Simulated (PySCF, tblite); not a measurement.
# C6H11ClOSi2: geometry, infrared bands and NMR shifts

Aim: predict the infrared bands and NMR shifts of C6H11ClOSi2 (`C#C[C@@H]1CC[Si@](Cl)(O[SiH3])C1`).

Computed with tblite 0.8.0 and PySCF 2.14.0, with density-fitted response routines of our own, on a single molecule in the gas phase. Atoms count from 0, in the outputs and in this text.

### Step 1. The starting structure

21 atoms, charge 0, multiplicity 1; geometry from: force field or distance geometry start.

Bonds of the start (Å): C0–C1 1.21, C1–C2 1.46, C2–C3 1.44, C3–C4 1.48, C4–Si5 1.85, Si5–Cl6 2.10, Si5–O7 1.71, O7–Si8 1.71, Si5–C9 1.86, C9–C2 1.48, C0–H10 1.08, C2–H11 1.14, C3–H12 1.12, C3–H13 1.14, C4–H14 1.09, C4–H15 1.12, Si8–H16 1.46, Si8–H17 1.47, Si8–H18 1.47, C9–H19 1.10, C9–H20 1.12.

### Step 2. Optimising the geometry with GFN2-xTB

The job: settings as JSON, then the geometry in Å.

```
{"job": {"kind": "relax", "xc": "GFN2-xTB", "basis": "xTB"}, "charge": 0, "multiplicity": 1}
C     -2.525900     1.161200     1.938700
C     -2.203600     0.657500     0.885200
C     -1.800100     0.034400    -0.373800
C     -1.374200    -1.323700    -0.190800
C      0.084300    -1.524700    -0.074100
Si     0.786000     0.083800    -0.672300
Cl     1.918000    -0.107700    -2.426000
O      1.598200     0.980400     0.535800
Si     3.280300     0.703700     0.608300
C     -0.833200     0.879900    -1.118800
H     -2.828600     1.610500     2.868800
H     -2.740400     0.017200    -1.015900
H     -1.825200    -1.995200    -0.965700
H     -1.826200    -1.742500     0.764100
H      0.462500    -1.856900     0.887500
H      0.381300    -2.299000    -0.827000
H      3.560600    -0.725900     0.627100
H      3.739400     1.256500     1.885500
H      3.970600     1.407000    -0.482300
H     -1.003100     0.904200    -2.200400
H     -0.829700     1.896300    -0.654400
```

Started as:

```sh
$ OMP_NUM_THREADS=1 python probes_run.py task.json out
```

One launch serves the whole session: the jobs run in the order shown.

**Question.** This job is followed by: GFN2-xTB harmonic vibrations, gas phase; GIAO PBE0/pcSseg-1 NMR shielding, non-relativistic, gas phase. What will the session give for the following? strongest single infrared mode (GFN2-xTB); zero-point energy (GFN2-xTB); ¹³C shifts against TMS (PBE0/pcSseg-1); ¹H shifts against TMS (PBE0/pcSseg-1, means over atoms taken as alike); ²⁹Si shifts against TMS (PBE0/pcSseg-1); ³⁵Cl shifts against HCl (PBE0/pcSseg-1); ¹⁷O shifts against H2O (PBE0/pcSseg-1); surface potential, 1st and 99th percentile.

As calculated:

| quantity | value |
| --- | --- |
| strongest single infrared mode (GFN2-xTB) | 1084 cm⁻¹, 673 km/mol |
| zero-point energy (GFN2-xTB) | 94.1 kcal/mol |
| ¹³C shifts against TMS (PBE0/pcSseg-1) | 94.0, 77.1, 33.8, 30.9, 26.3, 16.7 ppm |
| ¹H shifts against TMS (PBE0/pcSseg-1, means over atoms taken as alike) | 5.20, 3.15, 2.08, 1.61, 1.40, 1.34, 1.14, 0.84, 0.77 ppm |
| ²⁹Si shifts against TMS (PBE0/pcSseg-1) | 22.1, -42.2 ppm |
| ³⁵Cl shifts against HCl (PBE0/pcSseg-1) | 51 ppm |
| ¹⁷O shifts against H2O (PBE0/pcSseg-1) | 55.0 ppm |
| surface potential, 1st and 99th percentile | -0.73 V and 1.47 V |

What this shows: Over 176 steps the energy fell by 1.269 eV; of the close pairs, C2–C3 changed most, 1.435 to 1.537 Å. No mode is imaginary among the 57: a minimum at this level. GFN2-xTB is a fitted tight-binding method: band positions and strengths are rough. Its intensities can rank the bands wrongly. At PBE0/pcSseg-1: The widest tensor belongs to C1: span 313 ppm, with a paramagnetic part of -174 ppm.
